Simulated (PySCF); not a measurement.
# C6H6OS: the cost of one run

Computed with PySCF 2.14.0 and routines of our own; the level stands in each step. Atoms count from 0.

## (1) The system as given

14 atoms, charge 0, multiplicity 1; geometry from: GFN2-xTB.

## (2) Geometry optimisation at PBE0-D3(BJ)/def2-SVP

What the job is given:

```
{"job": {"xc": "PBE0", "basis": "def2-SVP", "d3": "d3bj", "grid": 2, "kind": "geom"}, "charge": 0, "multiplicity": 1}
C     -2.276186    -0.706983    -0.036645
C     -0.929091    -0.087011    -0.012169
C     -0.545861     1.234172     0.014680
C      0.854227     1.242347     0.028072
C      1.253236    -0.085470     0.009251
C      2.533214    -0.678316     0.012135
S      3.934791     0.159840     0.040132
O      0.147923    -0.882748    -0.014936
H     -2.392140    -1.322052    -0.928367
H     -3.038090     0.065942    -0.032055
H     -2.411598    -1.350645     0.831843
H     -1.197576     2.083992     0.022627
H      1.508044     2.090077     0.048484
H      2.558428    -1.763619    -0.005217
```

Started as:

```
$ OMP_NUM_THREADS=1 python excited_run.py task.json out
```

The driver reads the jobs from task.json and runs them one after another.

**Question.** How long does this first job take on 1 thread of Arm Neoverse V1, shared host, and how much memory does it need?

About 54 s, with a peak of 0.72 GiB.
